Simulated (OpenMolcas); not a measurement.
**Ta⁴⁺ among point charges: CASSCF levels and susceptibility**

Aim: the splitting of the states of Ta⁴⁺ in the field of 6 point charges, its lowest levels with spin-orbit coupling and its magnetic susceptibility.

Program: OpenMolcas 26.06. Level of theory: state-averaged CASSCF, spin-orbit coupling by RASSI with atomic mean-field integrals. These are calculated values, not measurements, unless marked.

1 further run of the same task is left out (it didn't finish).

### 1 The system

```
Species                           : Ta⁴⁺ (tantalum, Z = 73, 69 electrons)
Basis                             : ANO-RCC-VDZP [7s6p4d2f1g], 68 functions
Scalar Hamiltonian                : DKH2, point nucleus
Inactive shells                   : 1s 2s 2p 3s 3p 3d 4s 4p 4d 4f 5s 5p
Active space                      : 1 electron in 5 orbitals (5d)
Some configurations of this space : 5d
Orbitals                          : optimised for each spin and parity, averaged over all roots
```

The outer shells:

5d
```
5d [↑ ][  ][  ][  ][  ]
```

The ion sits among 6 point charges of -1.7 e arranged as a tetragonal octahedron (D4h), 1.83 Å from the ion, with the axial distance 1.757 Å. The active orbitals were held to one l.

Each step is its own input file, run in one work folder so that later steps find the files of earlier ones. Labels, J, g values, rates, χT and fits are worked out afterwards by a script from the matrices that RASSI stores. The input lists half of the charges; inversion (Group=XYZ) makes the rest.

### 2 Basis and integrals

Input file a.inp:

```
&GATEWAY
Coord
1

Ta 0.0 0.0 0.0
Basis=ANO-RCC-VDZP
Group=XYZ
NoMove
AngMom=0.0 0.0 0.0
AMFI
XField
3 Angstrom 0
1.830000 0.000000 0.000000 -1.700000
0.000000 1.830000 0.000000 -1.700000
0.000000 0.000000 1.756800 -1.700000
&SEWARD
```

Run with:

```sh
> OMP_NUM_THREADS=1 MOLCAS_MEM=1689 MOLCAS_PROJECT=a pymolcas a.inp > a.log
```

### 3 CASSCF: doublets of even parity, 5 roots

Input file a.inp:

```
&RASSCF
FileOrb=start.orb
Symmetry=1
Spin=2
nActEl=1 0 0
Inactive=15 19
Ras2=5 0
CIRoot=5 5 1
SDav=5
CIMx=300
Iter=120 100
PrWF=0.3
OrbListing=Nothing
MaxOrb=0
SupSym
1
20 4 5 6 7 8 10 11 12 13 14 16 17 18 19 20 23 24 25 26 27
0
>>> COPY $Project.JobIph JOB001
```

start.orb holds the contracted functions of the basis, ordered by shell, or the orbitals of the step before.

### 4 State interaction with spin-orbit coupling

Input file a.inp:

```
&RASSI
NrOfJobIphs=1 5
1 2 3 4 5
IphNames
JOB001
EJob
SpinOrbit
DIPRint=1.0
SOCoupling=1000.0
Subsets=2
Property=9
'ANGMOM' 1 'ANGMOM' 2 'ANGMOM' 3 'MLTPL  1' 1 'MLTPL  1' 2 'MLTPL  1' 3
'AMFI' 1 'AMFI' 2 'AMFI' 3
SOProperty=3
'ANGMOM' 1 'ANGMOM' 2 'ANGMOM' 3
```

What does the calculation give? Wanted: spin-free ground state; first state of the same spin within the active space; lowest level; next level.

**Answer**, as computed:

| quantity | value |
| --- | --- |
| method | CASSCF |
| spin-free ground state | 2B2, 1-fold in its orbital part |
| first state of the same spin within the active space | 2E at 1810 cm⁻¹ |
| lowest level | 2-fold E3/2, g = 0.17, 0.69, 0.69 |
| next level | 1410.0 cm⁻¹ |
| χT at 300 K | 0.07 cm³ K/mol |
| effective moment at 300 K | 0.76 μB |

**Reading.** The spin-free ground state (2B2) comes to 100 % from free-ion D terms and keeps the highest spin of the shell. χT at 300 K is 0.07, against 0.38 cm³ K/mol for the spin alone, so orbital moment lowers it. The field of point charges can differ much from that of real complexes. Point charges carry no covalency, so the field is a model and not that of real ligands.
